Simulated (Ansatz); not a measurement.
**Sn3Te: one candidate of a structure search**

Aim: relax a trial structure of Sn3Te and see where it ends.

Program: Ansatz 0.2.0. Level of theory: DFT PBE, scalar-relativistic, plane waves, PAW. These are calculated values, not measurements.

**1. The system as given**

It takes space group I4/mmm (No. 139, tetragonal). The conventional cell has a = 4.602 Å, b = 4.602 Å, c = 11.033 Å, α = 90.00°, β = 90.00°, γ = 90.00°. Sn (site symmetry -4m2) has 8 Sn at 3.25 to 3.59 Å and 4 Te at 3.59 Å as nearest neighbours. Sn (site symmetry 4/mmm) is surrounded by 4 Te at 3.25 Å and 8 Sn at 3.59 Å. Te (site symmetry 4/mmm) is surrounded by 12 Sn at 3.25 to 3.59 Å.

Coordinates:

```cif
data_structure
_symmetry_space_group_name_H-M 'P 1'
_symmetry_Int_Tables_number 1
_cell_length_a 6.4047
_cell_length_b 6.4047
_cell_length_c 6.4047
_cell_angle_alpha 137.891
_cell_angle_beta 137.891
_cell_angle_gamma 61.069
_cell_volume 116.82
loop_
_atom_site_label
_atom_site_type_symbol
_atom_site_fract_x
_atom_site_fract_y
_atom_site_fract_z
_atom_site_occupancy
Sn1 Sn 0.75000 0.25000 0.50000 1
Sn2 Sn 0.25000 0.75000 0.50000 1
Sn3 Sn 0.50000 0.50000 0.00000 1
Te1 Te 0.00000 0.00000 0.00000 1
```

The start is a polymorph listed in a database, not an invented cell.

**2. A first look at the guess**

Input file input.yaml:

```yaml
crystal:
  lattice:
    - [-2.30090404, 2.30090404, 5.5164938]
    - [2.30090404, -2.30090404, 5.5164938]
    - [2.30090404, 2.30090404, -5.5164938]
  atoms:
    - { symbol: Sn, position: [0.75, 0.25, 0.5] }
    - { symbol: Sn, position: [0.25, 0.75, 0.5] }
    - { symbol: Sn, position: [0.5, 0.5, 0.0] }
    - { symbol: Te, position: [0.0, 0.0, 0.0] }
basis:
  ecutwfc: 420
kpoints:
  mp_grid: { grid: [6, 6, 6] }
hamiltonian:
  xc: pbe
scf:
  occupations: { method: gaussian, width: 0.1 }
  lower_state_search: "off"
output:
  forces: true
  stress: true
  eigenvalues: true
```

On the command line:

```bash
> ansatz run input.yaml --threads 1 --pin off --max-ram 2560MiB --backend cpu --events-out ev --progress --plain --runs-dir out
```

The log of the run (excerpt; [...] marks lines left out):

```text
[...]
SCF converged after 7 iterations
Free energy (F): -25052.323608 eV
[...]
E sigma→0 (E₀):  -25052.316133 eV
Entropy (-TS):   -0.014951 eV (-3.738 meV/atom)
Fermi energy:    10.302907 eV
[...]
--- Forces (eV/Å), atoms counted from 1 ---
  atom   1  Sn     0.00000000     0.00000000     0.00000000
  atom   2  Sn     0.00000000     0.00000000     0.00000000
  atom   3  Sn     0.00000000     0.00000000     0.00000000
  atom   4  Te     0.00000000     0.00000000     0.00000000
[...]
--- Stress (GPa, compression-positive) ---
       -0.386495      -0.000000       0.000000
       -0.000000      -0.386495       0.000000
        0.000000       0.000000       0.487192
  P = ⅓ Tr σ = -0.0953 GPa (-0.953 kbar)
--- Band table (eV; the first three rows and the last of 30) ---
[...]
```

It took 12 s on 1 thread of AMD EPYC (Zen 3), shared host; peak memory 0.47 GiB.

Read-out: pressure -0.1 GPa, largest force 0.00 eV/Å, gap on this mesh none (metal). The relaxation goes to the converged mesh at once.

**3. Final relaxation**

input.yaml, as its differences from that of step 2:

```diff
@@ -13,3 +13,3 @@
 kpoints:
-  mp_grid: { grid: [6, 6, 6] }
+  mp_grid: { grid: [14, 14, 14] }
 hamiltonian:
@@ -18,3 +18,2 @@
   occupations: { method: gaussian, width: 0.1 }
-  lower_state_search: "off"
 output:
@@ -23 +22,6 @@
   eigenvalues: true
+relax:
+  adjacent_minimum: "off"
+  f_tol: 0.01
+  max_steps: 80
+  cell: { stress_tol: 0.05 }
```

On the command line:

```bash
> ansatz run input.yaml --threads 1 --pin off --max-ram 2560MiB --backend cpu --events-out ev --progress --plain --runs-dir out
```

The log of the run:

```text
Warning: RAYON_NUM_THREADS=1 ignored (pool sized by the plan → 1); use --threads N
Engine: ansatz 0.2.0, x86_64-unknown-linux-gnu
Pseudopotentials: kind: paw
Pseudopotential: Sn, paw, valence charge 14, recommended cutoff 420 eV (normal), Sn.paw.azcp
Pseudopotential: Te, paw, valence charge 16, recommended cutoff 420 eV (normal), Te.paw.azcp
Functional definition: PBE
  parameter kappa = 0.804
  parameter beta = 0.06672455060314922
  exchange = pbe_x(kappa = kappa, mu = beta*pi^2/3)
  correlation = pbe_c(beta = beta)
Crystal: 4 atoms, lattice volume = 116.821 Å³
Basis set: ecut = 420 eV, 2315 PW (Γ), exchange–correlation on 90×90×90 points (8 copies of the dense FFT grid, shifted against one another)
Bands: 35, of which v1, the nominal top of the filled ones, is band 29 counted from 1 (28 counted from 0)
Symmetry: 16 space group operations
Space group: I4/mmm (ITA 139), of the structure as read, at distance tolerance 4.9e-5 Å
k-points: 244 of 2744
Non-local potential: Sn, projectors of the file, l = 0: 2, l = 1: 2, l = 2: 2, l = 3: 2
Non-local potential: Te, projectors of the file, l = 0: 2, l = 1: 2, l = 2: 2, l = 3: 2
PAW form: soft (Blöchl's): semilocal exchange-correlation on the pseudo side does not see the compensation charge
PAW one-centre angular grid: Sn, 590 points (default); XC on 64 Gauss nodes
PAW one-centre angular grid: Te, 590 points (default); XC on 64 Gauss nodes
Initial density: superposition of atomic densities (neutral atoms: chi_scale 0, normalization atom), corrected by the library's trained network
Initial wavefunctions: pseudopotential atomic-orbital guess
Functional: x = pbe(κ = 0.804, μ = 0.2195149727645171), c = pbe(β = 0.06672455060314922)
SCF iter   1: F=—  HF=-25052.373440 eV  |F-HF|=—  |Δ(HF+E_count)|=         —  Δρ=1.20e-3  dr2=3.14e-3  ethr=1.77e-3  ⟨swp⟩=7.8  Hψ=37675  notcnv=0
preconditioner: auto → Kerker (q_TF=auto, 2.428 Å⁻¹)  [metal: Δε(μ)=0.011 eV  Ē_g=17.624 eV  σ=0.100 eV  W_gap=0.06  n_scr=32 (ndim 8)  ℏωp=23.8 eV  f_vac=0.000  D(μ)=2.08/eV (n_scr^D=10)]
SCF iter   2: F=—  HF=-25052.370290 eV  |F-HF|=—  |Δ(HF+E_count)|=   3.15e-3  Δρ=8.39e-4  dr2=1.37e-3  ethr=5.41e-6  ⟨swp⟩=2.0  Hψ=16268  notcnv=0
SCF iter   3: F=—  HF=-25052.370213 eV  |F-HF|=—  |Δ(HF+E_count)|=   7.70e-5  Δρ=3.40e-4  dr2=1.70e-4  ethr=2.37e-6  ⟨swp⟩=3.0  Hψ=14329  notcnv=0
SCF iter   4: F=—  HF=-25052.370165 eV  |F-HF|=—  |Δ(HF+E_count)|=   4.84e-5  Δρ=1.92e-4  dr2=3.38e-5  ethr=2.93e-7  ⟨swp⟩=3.0  Hψ=14622  notcnv=0
SCF iter   5: F=—  HF=-25052.370138 eV  |F-HF|=—  |Δ(HF+E_count)|=   2.68e-5  Δρ=5.07e-5  dr2=1.95e-6  ethr=5.82e-8  ⟨swp⟩=2.0  Hψ=15351  notcnv=0
SCF iter   6: F=—  HF=-25052.370137 eV  |F-HF|=—  |Δ(HF+E_count)|=   1.49e-6  Δρ=1.43e-5  dr2=1.66e-7  ethr=3.35e-9  ⟨swp⟩=2.0  Hψ=15353  notcnv=0
SCF iter   7: F=-25052.370137 eV  HF=-25052.370137 eV  |F-HF|=6.43e-9  |Δ(HF+E_count)|=   9.86e-8  Δρ=3.76e-6  dr2=2.12e-8  ethr=1.72e-10  ⟨swp⟩=8.9  Hψ=37741  notcnv=0
SCF 1 converged in 7 iterations: F = -25052.370137 eV  dr2 = 2.12e-8
relax step   1: F+E_penalty+E_count = -25052.37013665 eV  Δ(F+E_penalty+E_count) = +0.000e0 eV  max|allowed force component| = 6.939e-18 eV/Å  Δτ_max = 0.0000 Å  P = -0.301 GPa  Ω = 116.821 Å³  (7 SCF iters, dr2 threshold 1.00e-7 eV, accepted)
Crystal: 4 atoms, lattice volume = 115.893 Å³
Basis set: ecut = 420 eV, 2283 PW (Γ), exchange–correlation on 90×90×90 points (8 copies of the dense FFT grid, shifted against one another)
Initial density: handed on by an earlier stage of this run
Initial wavefunctions: those handed on with the density
iter 1 solved again at ethr=6.54e-7 eV; its pass at ethr=3.10e-3 eV (dr2=3.79e-4 eV) is discarded
SCF iter   1: F=—  HF=-25052.371083 eV  |F-HF|=—  |Δ(HF+E_count)|=         —  Δρ=2.01e-4  dr2=1.81e-4  ethr=6.54e-7  ⟨swp⟩=3.0  Hψ=44154  notcnv=0
preconditioner: auto → Kerker (q_TF=auto, 2.431 Å⁻¹)  [metal: Δε(μ)=0.006 eV  Ē_g=17.641 eV  σ=0.100 eV  W_gap=0.04  n_scr=32 (ndim 8)  ℏωp=23.9 eV  f_vac=0.000  D(μ)=2.06/eV (n_scr^D=10)]
SCF iter   2: F=—  HF=-25052.371040 eV  |F-HF|=—  |Δ(HF+E_count)|=   4.29e-5  Δρ=1.17e-4  dr2=6.55e-5  ethr=3.13e-7  ⟨swp⟩=1.1  Hψ=8586  notcnv=0
SCF iter   3: F=—  HF=-25052.371025 eV  |F-HF|=—  |Δ(HF+E_count)|=   1.54e-5  Δρ=3.05e-5  dr2=2.89e-6  ethr=1.13e-7  ⟨swp⟩=2.0  Hψ=9816  notcnv=0
SCF iter   4: F=—  HF=-25052.371024 eV  |F-HF|=—  |Δ(HF+E_count)|=   5.33e-7  Δρ=1.34e-5  dr2=4.22e-7  ethr=4.99e-9  ⟨swp⟩=2.0  Hψ=10793  notcnv=0
SCF iter   5: F=-25052.371024 eV  HF=-25052.371024 eV  |F-HF|=1.57e-9  |Δ(HF+E_count)|=   7.26e-8  Δρ=3.11e-6  dr2=1.67e-8  ethr=3.96e-10  ⟨swp⟩=6.9  Hψ=36510  notcnv=0
SCF 2 converged in 5 iterations: F = -25052.371024 eV  dr2 = 1.67e-8
relax step   2: F+E_penalty+E_count = -25052.37102429 eV  Δ(F+E_penalty+E_count) = -8.876e-4 eV  max|allowed force component| = 6.939e-18 eV/Å  Δτ_max = 0.0000 Å  P = +0.052 GPa  Ω = 115.893 Å³  energy of the carried Pulay correction = +1.645e-4 eV  (5 SCF iters, dr2 threshold 2.30e-7 eV, accepted)
Crystal: 4 atoms, lattice volume = 116.017 Å³
iter 1 solved again at ethr=1.46e-8 eV; its pass at ethr=3.10e-3 eV (dr2=8.44e-6 eV) is discarded
SCF iter   1: F=—  HF=-25052.371052 eV  |F-HF|=—  |Δ(HF+E_count)|=         —  Δρ=4.12e-5  dr2=5.72e-6  ethr=1.46e-8  ⟨swp⟩=3.0  Hψ=45399  notcnv=0
preconditioner: auto → Kerker (q_TF=auto, 2.431 Å⁻¹)  [metal: Δε(μ)=0.004 eV  Ē_g=17.636 eV  σ=0.100 eV  W_gap=0.02  n_scr=32 (ndim 8)  ℏωp=23.9 eV  f_vac=0.000  D(μ)=2.06/eV (n_scr^D=10)]
SCF iter   2: F=—  HF=-25052.371051 eV  |F-HF|=—  |Δ(HF+E_count)|=   1.26e-6  Δρ=2.57e-5  dr2=2.26e-6  ethr=9.86e-9  ⟨swp⟩=1.0  Hψ=8540  notcnv=0
SCF iter   3: F=—  HF=-25052.371050 eV  |F-HF|=—  |Δ(HF+E_count)|=   4.62e-7  Δρ=5.08e-6  dr2=6.50e-8  ethr=3.90e-9  ⟨swp⟩=2.0  Hψ=9671  notcnv=0
SCF iter   4: F=-25052.371050 eV  HF=-25052.371050 eV  |F-HF|=2.96e-9  |Δ(HF+E_count)|=   1.07e-8  Δρ=2.04e-6  dr2=9.03e-9  ethr=2.73e-11  ⟨swp⟩=6.8  Hψ=37281  notcnv=0
SCF 3 converged in 4 iterations: F = -25052.371050 eV  dr2 = 9.03e-9
relax step   3: F+E_penalty+E_count = -25052.37105006 eV  Δ(F+E_penalty+E_count) = -2.577e-5 eV  max|allowed force component| = 6.939e-18 eV/Å  Δτ_max = 0.0000 Å  P = -0.001 GPa  Ω = 116.017 Å³  energy of the carried Pulay correction = +1.419e-4 eV  (4 SCF iters, dr2 threshold 1.58e-8 eV, accepted)
Initial wavefunctions: pseudopotential atomic-orbital guess (no wavefunctions were taken with the density)
iter 1 solved again at ethr=1.65e-7 eV; its pass at ethr=3.10e-3 eV (dr2=9.60e-5 eV) is discarded
SCF iter   1: F=—  HF=-25052.370901 eV  |F-HF|=—  |Δ(HF+E_count)|=         —  Δρ=6.97e-6  dr2=1.63e-8  ethr=1.65e-7  ⟨swp⟩=3.5  Hψ=61774  notcnv=0
eigensolver tolerance schedule: the retry pair's looser diagonalisation over-reported the residual by 5888.42 of it (diagonalisation noise at 0.46 of the residual, at the tolerance the schedule requests for it); recorded, not acted on — ethr = c·dr2/N_el stays at c = 1.0e-1
SCF iter   2: F=—  HF=-25052.370906 eV  |F-HF|=—  |Δ(HF+E_count)|=   5.50e-6  Δρ=3.86e-6  dr2=8.01e-9  ethr=2.81e-11  ⟨swp⟩=4.0  Hψ=21191  notcnv=0
SCF iter   3: F=—  HF=-25052.370906 eV  |F-HF|=—  |Δ(HF+E_count)|=   3.29e-9  Δρ=8.07e-7  dr2=1.37e-9  ethr=1.38e-11  ⟨swp⟩=2.8  Hψ=15412  notcnv=0
SCF iter   4: F=—  HF=-25052.370906 eV  |F-HF|=—  |Δ(HF+E_count)|=  1.64e-10  Δρ=3.24e-7  dr2=2.93e-10  ethr=2.37e-12  ⟨swp⟩=2.4  Hψ=14681  notcnv=0
SCF iter   5: F=—  HF=-25052.370906 eV  |F-HF|=—  |Δ(HF+E_count)|=  6.91e-11  Δρ=1.33e-7  dr2=4.35e-11  ethr=1.00e-12  ⟨swp⟩=1.0  Hψ=8540  notcnv=0
SCF iter   6: F=-25052.370906 eV  HF=-25052.370906 eV  |F-HF|=7.28e-12  |Δ(HF+E_count)|=  3.64e-12  Δρ=2.97e-8  dr2=1.00e-12  ethr=1.00e-12  ⟨swp⟩=6.0  Hψ=33135  notcnv=0
SCF 4 converged in 6 iterations: F = -25052.370906 eV  dr2 = 1.00e-12
relax step   4: F+E_penalty+E_count = -25052.37090617 eV  Δ(F+E_penalty+E_count) = +1.439e-4 eV  max|allowed force component| = 6.072e-18 eV/Å  Δτ_max = 0.0000 Å  P = -0.001 GPa  Ω = 116.017 Å³  stress off target by 3.27e-2 GPa  SCF on the basis re-selected at this cell (its energy is not comparable with the rows above)  (6 SCF iters)
basis re-selected at this cell: Δ(F+E_penalty+E_count) = +1.439e-4 eV, ΔP = +0.000 GPa vs the last step (what re-selecting the basis moved, of the pressure what is left beyond the Pulay correction that the steps carried, after the strain that the cell walked since its last selection, with what the two solves' SCF thresholds leave and, on support functions, any second-order correction that the steps lacked; it is no measure of the basis error at this ecutwfc). This SCF's stress stands 3.27e-2 GPa from its target on what of the cell is left free (relax.cell.stress_tol is 5.00e-2 GPa) and its largest allowed force component is 6.07e-18 eV/Å (relax.f_tol is 1.00e-2 eV/Å): within both
SCF converged after 6 iterations
Free energy (F): -25052.370906 eV
Harris-Foulkes:  -25052.370906 eV  (|F-HF|=7.28e-12)
Internal energy: -25052.360605 eV  (E = F + TS)
E sigma→0 (E₀):  -25052.365755 eV
Entropy (-TS):   -0.010302 eV (-2.575 meV/atom)
Fermi energy:    10.358652 eV
--- Per-component energies (eV) ---
  E_band       = -509.483490
  E_kinetic    = 736.095709
  E_local      = -3684.807580  (includes V_loc(G=0)·N_el)
  E_nonlocal   = -408.967009
  E_hartree    = 2337.536996
  E_xc         = -1272.772715
  E_vxc        = -392.515599  (∫ρ·V_xc dr)
  E_paw        = -17064.220427  (= ΣΔE_a)
  E_vpaw       = -1434.362782  (= ΣTr[D̂ρ^β])
  E_aug_tail   = -0.000178  (compensation charges beyond the density's cutoff)
  E_ewald      = -5695.225402
  E_smearing   = -0.010302  (= −TS)
  E_closure    = -0.000000  (closes the sum)
  Σ components = -25052.370906   (vs F -25052.370906, Δ=0.00e0)
--- Forces (eV/Å), atoms counted from 1 ---
  atom   1  Sn    -0.00000000     0.00000000     0.00000000
  atom   2  Sn    -0.00000000     0.00000000     0.00000000
  atom   3  Sn     0.00000000     0.00000000     0.00000000
  atom   4  Te    -0.00000000     0.00000000     0.00000000
  max |Σ_I F_I| component: 1.73e-17 eV/Å
--- Stress (GPa, compression-positive) ---
        0.014251       0.000000       0.000000
        0.000000       0.014251       0.000000
        0.000000       0.000000      -0.032722
  P = ⅓ Tr σ = -0.0014 GPa (-0.014 kbar)
--- Band table (eV; the first three rows and the last of 244) ---
  k-point 0: bands = ["-26.8173", "-26.8158", "-26.8050", "-26.8050", "-26.8040", "-11.3866", "-11.3614", "-11.3465", "-11.3404", "-11.3305", "-11.3305", "-11.3119", "-11.3076", "-11.3076", "-11.2926", "-11.2477", "-11.2344", "-11.2344", "-11.1572", "-11.0785", "-2.0003", "1.9903", "4.8361", "5.5298", "6.3135", "7.2364", "7.2364", "8.7191", "8.7191", "9.9914", "10.7359", "13.0070", "13.0070", "15.5727", "16.6580"]
  k-point 1: bands = ["-26.8173", "-26.8157", "-26.8050", "-26.8050", "-26.8039", "-11.3808", "-11.3580", "-11.3465", "-11.3405", "-11.3309", "-11.3306", "-11.3164", "-11.3038", "-11.3029", "-11.2884", "-11.2501", "-11.2381", "-11.2344", "-11.1601", "-11.0863", "-1.9480", "1.9960", "4.6472", "5.6026", "5.9635", "7.0471", "7.6287", "8.2957", "9.2331", "10.4663", "10.9820", "12.1945", "13.1071", "15.4421", "15.8877"]
  k-point 2: bands = ["-26.8174", "-26.8156", "-26.8050", "-26.8050", "-26.8039", "-11.3720", "-11.3479", "-11.3462", "-11.3354", "-11.3316", "-11.3310", "-11.3200", "-11.2969", "-11.2935", "-11.2773", "-11.2576", "-11.2481", "-11.2348", "-11.1683", "-11.1069", "-1.7959", "2.0011", "4.3512", "5.3254", "5.8129", "6.6154", "7.6389", "8.4791", "10.3585", "10.8038", "11.2368", "11.5504", "13.4123", "14.4124", "15.0254"]
  k-point 243: bands = ["-26.8173", "-26.8158", "-26.8050", "-26.8050", "-26.8040", "-11.3826", "-11.3642", "-11.3642", "-11.3574", "-11.3558", "-11.3444", "-11.3376", "-11.2693", "-11.2612", "-11.2612", "-11.2462", "-11.2462", "-11.2385", "-11.1575", "-11.0785", "-1.6294", "0.7731", "4.1492", "6.1506", "6.5828", "6.5828", "9.2742", "10.1882", "10.1882", "10.8858", "11.8821", "12.3537", "13.8342", "13.8342", "14.3638"]
--- Relaxed structure (3 steps of the walk, 3 accepted, 1 SCFs on fresh bases) ---
  F+E_penalty+E_count = -25052.37090617 eV   max|allowed force component| = 6.072e-18 eV/Å   (the final SCF, on the basis selected at the relaxed cell)
  cell:  # Å, volume = 116.0171 Å³
    - [-2.296148279871462, 2.296148279871462, 5.501261989744776]
    - [2.296148279871462, -2.296148279871462, 5.501261989744776]
    - [2.296148279871462, 2.296148279871462, -5.501261989744776]
  atoms:
    - { symbol: Sn, position: [0.75, 0.25, 0.5] }
    - { symbol: Sn, position: [0.25, 0.75, 0.5] }
    - { symbol: Sn, position: [0.5, 0.5, -7.164263536875039e-36] }
    - { symbol: Te, position: [-3.603341136088773e-36, -1.7008929213363317e-35, -7.520207945788157e-36] }
```

Run time: 6.3 min. Hardware: 1 thread of AMD EPYC (Zen 3), shared host; peak memory 0.98 GiB.

Relaxation path:

```
step  energy from step 1 (eV/cell)  largest force component (eV/Å)  pressure (GPa)  volume (Å³)
   1                        0.0000                          0.0000           -0.30       116.82
   2                       -0.0009                          0.0000            0.05       115.89
   3                       -0.0009                          0.0000            0.00       116.02
   4                       -0.0008                          0.0000            0.00       116.02
```

Step 1 is the start. Step 4 repeats the geometry before it on a plane-wave basis chosen anew for that cell, so its energy need not be comparable with the rows above.

Lengths and angles in the start's conventional setting:

|  | before | after | change |
| --- | --- | --- | --- |
| a (Å) | 4.602 | 4.592 | -0.2 % |
| b (Å) | 4.602 | 4.592 | -0.2 % |
| c (Å) | 11.033 | 11.003 | -0.3 % |
| volume (Å³/atom) | 29.21 | 29.00 | -0.7 % |
| shortest distance (Å) | 3.254 | 3.247 | -0.2 % |
| space group (0.01 Å) | I4/mmm | I4/mmm | same |

The run keeps the 16 symmetry operations of the start, so it could not have lowered the symmetry.

**4. Changing settings: occupations.method tetrahedron_uncorrected, width left out**

Input file input.yaml:

```yaml
crystal:
  lattice:
    - [-2.2961482799, 2.2961482799, 5.5012619897]
    - [2.2961482799, -2.2961482799, 5.5012619897]
    - [2.2961482799, 2.2961482799, -5.5012619897]
  atoms:
    - { symbol: Sn, position: [0.75, 0.25, 0.5] }
    - { symbol: Sn, position: [0.25, 0.75, 0.5] }
    - { symbol: Sn, position: [0.5, 0.5, 0.0] }
    - { symbol: Te, position: [0.0, 0.0, 0.0] }
basis:
  ecutwfc: 420
kpoints:
  mp_grid: { grid: [14, 14, 14] }
hamiltonian:
  xc: pbe
scf:
  occupations: { method: tetrahedron_uncorrected }
output:
  forces: true
  eigenvalues: true
  stress: true
```

On the command line:

```bash
> ansatz run input.yaml --threads 1 --pin off --max-ram 2560MiB --backend cpu --events-out ev --progress --plain --runs-dir out
```

The log of the run (excerpt; [...] marks lines left out):

```text
Warning: RAYON_NUM_THREADS=1 ignored (pool sized by the plan → 1); use --threads N
[...]
[... 4 set-up lines as earlier in the session ...]
[...]
Crystal: 4 atoms, lattice volume = 116.017 Å³
Basis set: ecut = 420 eV, 2283 PW (Γ), exchange–correlation on 90×90×90 points (8 copies of the dense FFT grid, shifted against one another)
Bands: 35, of which v1, the nominal top of the filled ones, is band 29 counted from 1 (28 counted from 0)
[... 2 set-up lines as earlier in the session ...]
k-points: 244 of 2744
[...]
SCF iter   1: F=—  HF=-25052.339021 eV  |F-HF|=—  |Δ(HF+E_count)|=         —  Δρ=1.31e-3  dr2=3.42e-3  ethr=1.77e-3  ⟨swp⟩=8.1  Hψ=38648  notcnv=0
[...]
SCF iter   7: F=-25052.335575 eV  HF=-25052.335575 eV  |F-HF|=5.90e-9  |Δ(HF+E_count)|=   1.25e-7  Δρ=3.31e-6  dr2=2.03e-8  ethr=1.72e-10  ⟨swp⟩=6.7  Hψ=34829  notcnv=0
[...]
SCF converged after 7 iterations
Free energy (F): -25052.335575 eV
[...]
E sigma→0 (E₀):  -25052.335575 eV
Entropy (-TS):   -0.000025 eV (-0.006 meV/atom)
Fermi energy:    10.373239 eV
[...]
--- Forces (eV/Å), atoms counted from 1 ---
  atom   1  Sn     0.00000000     0.00000000     0.00000000
  atom   2  Sn     0.00000000     0.00000000     0.00000000
  atom   3  Sn    -0.00000000     0.00000000     0.00000000
  atom   4  Te    -0.00000000     0.00000000     0.00000000
[...]
--- Stress (GPa, compression-positive) ---
        0.174618      -0.000000      -0.000000
       -0.000000       0.174618       0.000000
        0.000000       0.000000       0.005474
  P = ⅓ Tr σ = 0.1182 GPa (1.182 kbar)
--- Band table (eV; the first three rows and the last of 244) ---
[...]
```

Wall time 87 s (1 thread of AMD EPYC (Zen 3), shared host); peak memory 0.92 GiB.

```
    run     ending        energy change  pressure (GPa)  gap (eV)  force (eV/Å)  cycles     time
 step 3  converged                    0             0.0      0.00          0.00       -  6.3 min
variant  converged  +7.5 meV/atom (σ→0)             0.1      0.00          0.00       7     87 s
```

Changing the smearing moves the energy by +7.5 meV/atom (σ→0 values).

**5. Summary of results**

| quantity | value |
| --- | --- |
| symmetry at the end (tolerance 0.05 Å) | space group I4/mmm (No. 139) |
| conventional cell | a = 4.592 Å, b = 4.592 Å, c = 11.003 Å, α = 90.00°, β = 90.00°, γ = 90.00° |
| volume | 29.00 Å³/atom |
| energy over the elements, grey Sn | +0.06 eV/atom |
| gap on the mesh | none (metal) |

In words: The space group I4/mmm (No. 139) is kept, and the volume per atom shrinks by 0.7 % from the first guess. With a positive formation energy it can't be a ground state. No finished test with a distortion of lower symmetry is shown, so the end may be a saddle point. The runs treat Te without spin-orbit coupling.
